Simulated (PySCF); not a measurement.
# C₃H₄BrS−: fields and orbitals

For C₃H₄BrS−, the scripts below see where an electron leaves and enters, compute its lowest excited states and analyse its density (charges, bond critical points, surface potential).

Program: PySCF 2.14.0. Level of theory: levels as typed in each script, gas phase, geometry from GFN2-xTB. These are calculated values, not measurements.

### 1 Where the work starts

SMILES `C/C(Br)=C\[S-]`, 9 atoms, charge -1, spin multiplicity 1.

Bond lengths: C1–C2 1.487 Å, C1–H6 1.095 Å, C1–H7 1.095 Å, C1–H8 1.089 Å, C2–Br3 1.951 Å, C2–C4 1.338 Å, C4–S5 1.700 Å, C4–H9 1.088 Å. Angles: C2–C1–H6 111.7°, C2–C1–H7 111.7°, C2–C1–H8 107.6°, H6–C1–H7 107.9°, H6–C1–H8 109.0°, H7–C1–H8 108.9°, C1–C2–Br3 113.3°, C1–C2–C4 128.3°, Br3–C2–C4 118.4°, C2–C4–S5 124.2°, C2–C4–H9 119.4°, S5–C4–H9 116.3°.

Coordinates:

```xyz
9

C    -0.3976   -1.7876   -0.0001
C    -0.2142   -0.3116   -0.0005
Br    1.6586    0.2346    0.0001
C    -1.1547    0.6406   -0.0003
S    -2.8267    0.3337    0.0001
H     0.0505   -2.2508   -0.8848
H     0.0497   -2.2502    0.8862
H    -1.4682   -1.9862   -0.0004
H    -0.8563    1.6872   -0.0003
```

### 2 Removing and adding an electron (PBE/aug-cc-pvdz)

Input file input.py:

```python
import numpy as np
from pyscf import gto, scf, dft
from pyscf.scf import atom_ks, atom_hf
from scipy.linalg import block_diag

def solve(mol, dm0=None, hcore=None):
    mf = (dft.UKS if mol.spin else dft.RKS)(mol, xc='pbe')
    mf.grids.level = 3
    mf = mf.density_fit(auxbasis='def2-universal-jkfit')
    mf.conv_tol, mf.max_cycle = 1e-8, 80
    if hcore is not None:
        mf.get_hcore = lambda *args: hcore
    mf.kernel(dm0)
    if not mf.converged:
        mf = mf.newton().run(mf.mo_coeff, mf.mo_occ, max_cycle=30)
    assert mf.converged, 'SCF not converged'
    return mf

mol = gto.M(atom='''
C     -0.39760    -1.78763    -0.00012
C     -0.21417    -0.31164    -0.00046
Br     1.65857     0.23464     0.00006
C     -1.15472     0.64063    -0.00026
S     -2.82668     0.33373     0.00014
H      0.05051    -2.25081    -0.88478
H      0.04966    -2.25023     0.88620
H     -1.46822    -1.98622    -0.00037
H     -0.85627     1.68719    -0.00029
''', basis='aug-cc-pvdz', charge=-1, spin=0, verbose=4)
mf = solve(mol)
out = dict(e0=mf.e_tot, dm0=mf.make_rdm1(), c=mf.mo_coeff, occ=mf.mo_occ, eps=mf.mo_energy)
for name, dq, spin in [('cation', 1, 1)]:
    ion = mol.copy().set(charge=mol.charge + dq, spin=spin).build()
    mi = solve(ion)
    if spin and dq > 0 and mol.nao < 130:
        c, _, stable, _ = mi.stability(return_status=True)
        if not stable:
            mi = solve(ion, mi.make_rdm1(c, mi.mo_occ))
    print(name, 'vertical energy change / eV', (mi.e_tot - mf.e_tot) * 27.211386)
    out.update({'e_' + name: mi.e_tot, 'dm_' + name: mi.make_rdm1(), 's2_' + name: mi.spin_square()[0], 'eps_' + name: mi.mo_energy, 'occ_' + name: mi.mo_occ})
# spherically averaged free atoms, for the promolecule
atm = atom_ks.get_atm_nrks(mol, xc='pbe')
pro = block_diag(*[(atm[a[0]][2] * atm[a[0]][3]) @ atm[a[0]][2].T for a in mol._atom])
np.savez('result.npz', pro=pro, **out)
```

Command:

```
$ OMP_NUM_THREADS=1 python input.py
```

### 4 Excited states (CAM-B3LYP/def2-svpd)

Input file input.py:

```python
import numpy as np
from pyscf import gto, scf, dft, tdscf
from pyscf.scf import atom_ks, atom_hf
from scipy.linalg import block_diag

def solve(mol, dm0=None, hcore=None):
    mf = (dft.UKS if mol.spin else dft.RKS)(mol, xc='camb3lyp')
    mf.grids.level = 3
    mf = mf.density_fit(auxbasis='def2-universal-jkfit')
    mf.conv_tol, mf.max_cycle = 1e-8, 80
    if hcore is not None:
        mf.get_hcore = lambda *args: hcore
    mf.kernel(dm0)
    if not mf.converged:
        mf = mf.newton().run(mf.mo_coeff, mf.mo_occ, max_cycle=30)
    assert mf.converged, 'SCF not converged'
    return mf

mol = gto.M(atom='''
C     -0.39760    -1.78763    -0.00012
C     -0.21417    -0.31164    -0.00046
Br     1.65857     0.23464     0.00006
C     -1.15472     0.64063    -0.00026
S     -2.82668     0.33373     0.00014
H      0.05051    -2.25081    -0.88478
H      0.04966    -2.25023     0.88620
H     -1.46822    -1.98622    -0.00037
H     -0.85627     1.68719    -0.00029
''', basis='def2-svpd', charge=-1, spin=0, verbose=4)
mf = solve(mol)
td = mf.TDA()
td.nstates, td.singlet, td.conv_tol = 5, True, 1e-5
td.kernel()
td.analyze()
x, y = np.array([p[0] for p in td.xy]), np.array([p[1] + 0 * p[0] for p in td.xy])
f, mu = td.oscillator_strength(), td.transition_dipole()
nto = [td.get_nto(state=i + 1, verbose=4) for i in range(len(td.e))]
# spherically averaged free atoms, for the promolecule
atm = atom_ks.get_atm_nrks(mol, xc='camb3lyp')
pro = block_diag(*[(atm[a[0]][2] * atm[a[0]][3]) @ atm[a[0]][2].T for a in mol._atom])
np.savez('result.npz', e=td.e, f=f, ok=td.converged, w=[n[0] for n in nto], nto=[n[1] for n in nto], x=x, y=y, c=mf.mo_coeff, occ=mf.mo_occ, eps=mf.mo_energy, pro=pro, mu=mu)
```

### 6 Density, bond paths and surface potential (TPSSh/def2-svpd)

Input file input.py:

```python
import numpy as np
from pyscf import gto, scf, dft
from pyscf.scf import atom_ks, atom_hf
from scipy.linalg import block_diag

def solve(mol, dm0=None, hcore=None):
    mf = (dft.UKS if mol.spin else dft.RKS)(mol, xc='tpssh')
    mf.grids.level = 3
    mf = mf.density_fit(auxbasis='def2-universal-jkfit')
    mf.conv_tol, mf.max_cycle = 1e-8, 80
    if hcore is not None:
        mf.get_hcore = lambda *args: hcore
    mf.kernel(dm0)
    if not mf.converged:
        mf = mf.newton().run(mf.mo_coeff, mf.mo_occ, max_cycle=30)
    assert mf.converged, 'SCF not converged'
    return mf

mol = gto.M(atom='''
C     -0.39760    -1.78763    -0.00012
C     -0.21417    -0.31164    -0.00046
Br     1.65857     0.23464     0.00006
C     -1.15472     0.64063    -0.00026
S     -2.82668     0.33373     0.00014
H      0.05051    -2.25081    -0.88478
H      0.04966    -2.25023     0.88620
H     -1.46822    -1.98622    -0.00037
H     -0.85627     1.68719    -0.00029
''', basis='def2-svpd', charge=-1, spin=0, verbose=4)
mf = solve(mol)
mf.analyze()
# spherically averaged free atoms, for the promolecule
atm = atom_ks.get_atm_nrks(mol, xc='tpssh')
pro = block_diag(*[(atm[a[0]][2] * atm[a[0]][3]) @ atm[a[0]][2].T for a in mol._atom])
np.savez('result.npz', e=mf.e_tot, c=mf.mo_coeff, occ=mf.mo_occ, eps=mf.mo_energy, pro=pro, dip=mf.dip_moment(verbose=0), s2=mf.spin_square()[0])
```

(Steps that only read results are left out.)

**Question.** What will these runs give? Wanted: vertical ionisation energy; lowest singlet excitation; dipole moment; HOMO, LUMO.

As calculated:

| quantity | value |
| --- | --- |
| vertical ionisation energy (PBE/aug-cc-pvdz) | 2.31 eV |
| lowest singlet excitation (CAM-B3LYP/def2-svpd) | 3.46 eV |
| dipole moment (TPSSh/def2-svpd) | 7.20 D |
| HOMO, LUMO (TPSSh/def2-svpd) | -0.10, 3.19 eV |

In words: The ionisation energy from two SCF runs, 2.31 eV, lies 2.6 eV above −ε(HOMO) = -0.31 eV of the same level, PBE/aug-cc-pvdz, since self-interaction lifts this functional's HOMO. At TPSSh/def2-svpd: The highest Hirshfeld charge is on H8 (+0.01 e), the lowest on S5 (−0.56 e). All values hold at the given geometry, in the gas phase.
